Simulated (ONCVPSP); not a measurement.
# An ONCV potential for cadmium, from input to tests

Task: generate the file, and judge it by its errors in other configurations, its logarithmic derivatives, its ghosts and its cutoff.

Method: ONCVPSP 4.0.1, PBE, scalar-relativistic.

### 1 The design

The settings as typed:

```json
{"element": "cadmium (Cd, Z = 48)", "type": "optimised norm-conserving Vanderbilt (ONCV)", "frozen core": "[Ar] 3d10", "valence charge": "20", "reference configuration": "4s2 4p6 4d10 5s2", "partial waves": "4s+5s: rc 1.25 bohr, ncon 5, nbas 8, qcut 7.6 1/bohr, 2 projectors; 4p: rc 1.45 bohr, ncon 5, nbas 9, qcut 10.8 1/bohr, 2 projectors, debl 3 Ha; 4d: rc 1.40 bohr, ncon 5, nbas 9, qcut 9 1/bohr, 1 projector", "local potential": "polynomial inside 0.80 bohr (lpopt 5, dvloc0 0 Ha)", "core correction": "not asked for"}
```

The nodes and maxima of the atom's own shells, from an earlier all-electron run, set the scale for the radii.

All-electron outer shells of the reference configuration (PBE, scalar-relativistic, ld1.x):

```json
{"shell": "3d", "level (eV)": "-393.64", "outermost node (bohr)": "–", "outermost maximum (bohr)": "0.27"}
{"shell": "4s", "level (eV)": "-105.92", "outermost node (bohr)": "0.43", "outermost maximum (bohr)": "0.79"}
{"shell": "4p", "level (eV)": "-66.97", "outermost node (bohr)": "0.43", "outermost maximum (bohr)": "0.84"}
{"shell": "4d", "level (eV)": "-11.73", "outermost node (bohr)": "0.42", "outermost maximum (bohr)": "0.98"}
{"shell": "5s", "level (eV)": "-5.66", "outermost node (bohr)": "1.07", "outermost maximum (bohr)": "2.35"}
{"shell": "5p", "level (eV)": "-1.18", "outermost node (bohr)": "1.20", "outermost maximum (bohr)": "3.33"}
```

### 2 Generating the potential

The input, Cd.dat:

```
# ATOM AND REFERENCE CONFIGURATION
# atsym  z   nc   nv     iexc    psfile
  Cd 48.00    6    4        4      upf
#
#   n    l    f
    1    0    2.00
    2    0    2.00
    2    1    6.00
    3    0    2.00
    3    1    6.00
    3    2   10.00
    4    0    2.00
    4    1    6.00
    4    2   10.00
    5    0    2.00
#
# PSEUDOPOTENTIAL AND OPTIMIZATION
# lmax
    2
#
#   l,   rc,      ep,       ncon, nbas, qcut
    0    1.25    0.00    5    8    7.60
    1    1.45    0.00    5    9   10.80
    2    1.40    0.00    5    9    9.00
#
# LOCAL POTENTIAL
# lloc, lpopt,  rc(5),   dvloc0
    4    5    0.80    0.00
#
# VANDERBILT-KLEINMAN-BYLANDER PROJECTORs
# l, nproj, debl
    0    2    3.60
    1    2    3.00
    2    1    1.50
#
# MODEL CORE CHARGE
# icmod, fcfact, rcfact
    0    0.00    0.00
#
# LOG DERIVATIVE ANALYSIS
# epsh1, epsh2, depsh
   -5.00    5.00    0.04
#
# OUTPUT GRID
# rlmax, drl
    6.00    0.01
#
# TEST CONFIGURATIONS
# ncnf
    4
# nvcnf
#   n    l    f
    4
    4    0    2.00
    4    1    6.00
    4    2   10.00
    5    0    1.00
#
    4
    4    0    2.00
    4    1    6.00
    4    2   10.00
    5    0    0.00
#
    4
    4    0    2.00
    4    1    6.00
    4    2    9.00
    5    0    0.00
#
    4
    4    0    2.00
    4    1    6.00
    4    2   10.00
    5    0    1.50
#
```

The run is started by

```sh
$ oncvpsp.x < Cd.dat > Cd.out
```

**Question.** What will these runs give? Wanted: cutoffs for 1 and 0.1 mHa per electron, occupied waves; bound ghosts; GHOST(+) flags; largest test error; largest phase difference near zero energy, channels read.

The runs gave:

| quantity | value |
| --- | --- |
| cutoffs for 1 and 0.1 mHa per electron, occupied waves | 85 Ha and 107 Ha |
| bound ghosts | none found |
| GHOST(+) flags | s at 135 eV |
| largest test error (AE − PS) | -6.7 meV, for 4s2 4p6 4d9 5s0 |
| largest phase difference near zero energy, channels read | 0.001 rad |

The worst unpolarised test, 4s2 4p6 4d9 5s0, is off by 6.7 meV on 64.4 eV; by total energies transferability rates as good. The potential is very hard: the looser tolerance needs 85 Ha. At the looser tolerance the 4s wave is the slowest; 4p needs 39 Ha. The program's ghost test flags no bound state. Near zero energy the phases of the channels with partial waves agree within 0.001 rad. The program also flags highly localised states, GHOST(+) (s). All of this concerns the isolated atom, not yet a solid.
